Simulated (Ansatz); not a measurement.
# C3H6BFSi: up Jacob's ladder to CCSD(T)

One table from this session's results is given with a row withheld; the runs are named, their logs left out.

Program: Ansatz 0.2.0, Gaussian basis. Level of theory: functionals in def2-TZVPP, the program's frozen cores in correlated methods. These are calculated values, not measurements.

Plan: PBE-D4, r2SCAN-D4, PBE0-D4, B3LYP-D4, ωB97X-V, ωB97M-V, B2PLYP; CCSD(T)/def2-TZVPP; MP2/def2-QZVPP; extrapolation to the limit.

### The geometry

All runs share one geometry, relaxed beforehand with PBE0-D4 in a triple-zeta def2 set.

SMILES `C=CC1[SiH2]B1F`, 12 atoms, charge 0, spin multiplicity 1.

Atoms are counted from 1 here; the program's logs count them from 0.

Bond lengths: C1–C2 1.330 Å, C1–H7 1.086 Å, C1–H8 1.083 Å, C2–C3 1.465 Å, C2–H9 1.088 Å, C3–Si4 2.028 Å, C3–B5 1.513 Å, C3–H10 1.097 Å, Si4–B5 1.927 Å, Si4–H11 1.486 Å, Si4–H12 1.480 Å, B5–F6 1.316 Å. Angles: C2–C1–H7 121.6°, C2–C1–H8 121.3°, H7–C1–H8 117.1°, C1–C2–C3 125.3°, C1–C2–H9 118.7°, C3–C2–H9 116.0°, C2–C3–Si4 135.2°, C2–C3–B5 127.2°, C2–C3–H10 114.0°, Si4–C3–B5 64.0°, Si4–C3–H10 89.9°, B5–C3–H10 114.2°, C3–Si4–B5 44.9°, C3–Si4–H11 122.2°, C3–Si4–H12 106.4°, B5–Si4–H11 121.9°, B5–Si4–H12 126.6°, H11–Si4–H12 111.5° and more.

Set-up of the first run:

File in.yaml:

```yaml
crystal:
  periodic: [false, false, false]
  atoms:
    - {symbol: C, position_ang: [0.560744, -0.869315, 1.980921]}
    - {symbol: C, position_ang: [-0.178183, -0.119520, 1.167474]}
    - {symbol: C, position_ang: [0.238734, 0.359825, -0.152404]}
    - {symbol: Si, position_ang: [-0.311673, -0.031739, -2.064985]}
    - {symbol: B, position_ang: [-0.337779, 1.524174, -0.927780]}
    - {symbol: F, position_ang: [-1.076620, 2.560196, -0.591180]}
    - {symbol: H, position_ang: [1.560208, -1.192088, 1.706405]}
    - {symbol: H, position_ang: [0.189718, -1.182879, 2.949040]}
    - {symbol: H, position_ang: [-1.172166, 0.179987, 1.492167]}
    - {symbol: H, position_ang: [1.279524, 0.122525, -0.404513]}
    - {symbol: H, position_ang: [-1.549237, -0.786413, -2.393277]}
    - {symbol: H, position_ang: [0.873732, -0.619754, -2.727767]}
basis:
  gaussian: {orbitals: def2-TZVPP}
hamiltonian: {xc: pbe, dispersion: d4}
output: {forces: true, orbitals: {seedname: orbitals}}
```

The run is started by

```sh
> ansatz run in.yaml --threads 4 --pin off --events-out ev --progress --plain --max-ram 10444MiB
```

Among the steps run: PBE-D4 (GGA); r2SCAN-D4 (meta-GGA); PBE0-D4 (hybrid); B3LYP-D4 (hybrid); ωB97X-V (range-separated); ωB97M-V (range-separated); B2PLYP (double hybrid); CCSD(T) in def2-TZVPP; MP2 in def2-QZVPP.

One table of the session follows, with a row left open; its other results are not shown here.

| method | atomisation energy (kJ/mol) |
| --- | --- |
| PBE-D4 | 4895.4 |
| r2SCAN-D4 | 4801.7 |
| PBE0-D4 | 4805.6 |
| B3LYP-D4 | 4766.7 |
| ωB97X-V | 4766.3 |
| ωB97M-V | ? |
| B2PLYP | 4718.4 |
| HF/def2-TZVPP | 3539.8 |
| MP2/def2-TZVPP | 4732.3 |
| CCSD/def2-TZVPP | 4552.5 |
| CCSD(T)/def2-TZVPP | 4631.5 |
| MP2/CBS | 4845.6 |
| CCSD(T)/CBS | 4744.8 |

**Question.** Estimate the row for ωB97M-V.

The run gave: atomisation energy (kJ/mol): 4775.6. In the column «atomisation energy (kJ/mol)» it lies between B3LYP-D4 (4766.7) and r2SCAN-D4 (4801.7).
